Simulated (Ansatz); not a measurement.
# C: response to a stretch of c alone

The task here is to estimate one member of a computed series from the others.

Method: DFT r2SCAN, scalar-relativistic, plane waves, PAW, in Ansatz 0.2.0.

3 further runs of the same task are left out: 3 set aside as unsound or not needed.

## The system as given

The structure is orthorhombic, space group Fmmm (No. 69). The conventional cell has a = 2.456 Å, b = 4.253 Å, c = 7.116 Å, α = 90.00°, β = 90.00°, γ = 90.00°. C (site symmetry m2m) is surrounded by 3 C at 1.42 Å.

Structure file:

```
CELL_PARAMETERS angstrom
2.45625 0.00000 0.00000
0.00000 4.25292 0.00000
0.00000 0.00000 7.11555
ATOMIC_POSITIONS crystal
C 0.50000 0.41668 0.74992
C 0.50000 0.91668 0.25008
C 0.50000 0.58332 0.25008
C 0.50000 0.08332 0.74992
C 0.00000 0.91668 0.74992
C 0.00000 0.41668 0.25008
C 0.00000 0.08332 0.25008
C 0.00000 0.58332 0.74992
```

It goes back to an entry of the Materials Project, which need not be the stable form.

The unstrained cell comes from an earlier run at this level (8 atoms, E(σ→0) -2013.3361 eV, gap none (metal)).

Set-up of the first run:

input.yaml

```yaml
crystal:
  lattice:
    - [2.4562483271, 0.0, 0.0]
    - [0.0, 4.2529223502, 0.0]
    - [0.0, 0.0, 7.0443980248]
  atoms:
    - { symbol: C, position: [0.5, 0.4166750133, 0.7499220174] }
    - { symbol: C, position: [0.5, 0.9166750133, 0.2500779826] }
    - { symbol: C, position: [0.5, 0.5833249867, 0.2500779826] }
    - { symbol: C, position: [0.5, 0.0833249867, 0.7499220174] }
    - { symbol: C, position: [0.0, 0.9166750133, 0.7499220174] }
    - { symbol: C, position: [0.0, 0.4166750133, 0.2500779826] }
    - { symbol: C, position: [0.0, 0.0833249867, 0.2500779826] }
    - { symbol: C, position: [0.0, 0.5833249867, 0.7499220174] }
basis:
  ecutwfc: 500
kpoints:
  mp_grid: { grid: [14, 8, 6] }
hamiltonian:
  xc: r2scan
scf:
  occupations: { method: gaussian, width: 0.1 }
output:
  forces: true
  stress: true
  eigenvalues: true
relax:
  adjacent_minimum: "off"
  f_tol: 0.008
  max_steps: 40
```

Run with:

```sh
$ ansatz run input.yaml --threads 1 --pin off --max-ram 2560MiB --backend cpu --events-out ev --progress --plain --runs-dir out
```

Among the steps run: At -1.0 %; At +1.0 %; Band edges over the zone at +1.0 %; The cell strained by -2.0 %; At +2.0 %; Band edges over the zone at +2.0 %; At -3.0 %; Strain +3.0 %; Seeking the band edges at +3.0 %.

One table of the session follows, with a row left open; its other results are not shown here.

Lengths are those of the vectors of the cell that was run; stresses in GPa:

| strain (%) | ΔE (meV/atom) | c (Å) |
| --- | --- | --- |
| -3.0 | 0.7 | 6.902 |
| -2.0 | 0.3 | 6.973 |
| -1.0 | 0.1 | 7.044 |
| +0.0 | 0.0 | 7.116 |
| +1.0 | 0.0 | 7.187 |
| +2.0 | ? | ? |
| +3.0 | 0.3 | 7.329 |

Q: Estimate the row for strain (%) = +2.0 from the others.

Worked estimate for «ΔE (meV/atom)». A straight line through the neighbours (1.0, 0.0) and (3.0, 0.3) gives 0.0 + (0.3 − 0.0) × (2.0 − 1.0) / (3.0 − 1.0) = 0.1; a parabola fitted to 3 rows on both sides gives 0.1.

**Answer.** ΔE (meV/atom): 0.1; c (Å): 7.258. In «ΔE (meV/atom)» the line misses by 0.0 and the parabola by 0.0.

ΔE is over the unstrained cell. Stress in GPa, positive in compression, on the Cartesian axes of the input. 

Caveats from the session: Where a structure here is layered, its layers are held mostly by dispersion, which this level lacks, so their spacing and the stiffness across them are unreliable there. Warnings in the runs' records: stress scf threshold loose, band edges overlap.
